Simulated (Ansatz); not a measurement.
**H₂Se (singlet): the correlation ladder, cc-pVTZ**

The task here is to estimate one member of a computed series from the others.

The runs use Ansatz 0.2.0, Gaussian basis; cc-pVTZ, core rule «outside noble gas», up to 14 orbitals frozen.

The runs, in order: UHF; CCSD(T) on RHF; BCCD(T) on RHF; CISD; CCSDT(Q) on RHF; CCSDTQ on RHF; CASSCF and MRCISD+Q, 8 electrons in 6 orbitals; CASSCF and NEVPT2, 8 electrons in 6 orbitals.

3 further runs of the same task are left out: 3 set aside as unsound or not needed.

### What is computed

The geometry is a PBE0/def2-TZVP stationary point (not a proven minimum). No spin-orbit coupling is included. The filled d shell of Se may be among the frozen orbitals whatever the setting's name suggests; the logs give the count.

3 atoms, charge 0, spin multiplicity 1.

Atoms are counted from 1 here; the program's logs count them from 0.

Bond lengths: Se1–H2 1.467 Å, Se1–H3 1.467 Å. Angles: H2–Se1–H3 91.2°.

The first run:

in.yaml reads:

```yaml
crystal:
  periodic: [false, false, false]
  atoms:
    - {symbol: Se, position_ang: [0.000000, -0.025554, 0.000000]}
    - {symbol: H, position_ang: [0.000000, 1.000943, -1.047791]}
    - {symbol: H, position_ang: [0.000000, 1.000938, 1.047795]}
basis:
  gaussian: {orbitals: cc-pVTZ}
magnetization: {spin_polarized: true, initial_magnetization: 0}
hamiltonian: {xc: hf}
output: {orbitals: {seedname: orbitals}}
```

Launch:

```
$ ansatz run in.yaml --threads 1 --pin off --events-out ev --progress --plain --max-ram 4096MiB --backend cpu
```

Steps of the session up to this table: UHF; CCSD(T) on RHF; BCCD(T) on RHF; CISD; CCSDT(Q) on RHF; CCSDTQ on RHF; CASSCF and MRCISD+Q, 8 electrons in 6 orbitals; CASSCF and NEVPT2, 8 electrons in 6 orbitals.

One of the session's tables, all rows but one given; the rest of the session is left out.

```
          method  from RCCSDTQ (kJ/mol)
             RHF                 +522.0
            RMP2                  +80.0
            CISD                  +45.4
           RCCSD                      ?
        RCCSD(T)                   +2.4
         BCCD(T)                   +2.4
          RCCSDT                   +0.7
       RCCSDT(Q)                   +0.1
         RCCSDTQ                      0
  CASSCF valence                 +427.8
  NEVPT2 valence                  +97.6
  MRCISD valence                  +30.4
MRCISD+Q valence                   +3.3
```

Q: Estimate the row for RCCSD from the others.

As computed: from RCCSDTQ (kJ/mol): +19.7. In the column «from RCCSDTQ (kJ/mol)» it lies between MRCISD+Q valence (+3.3) and MRCISD valence (+30.4).
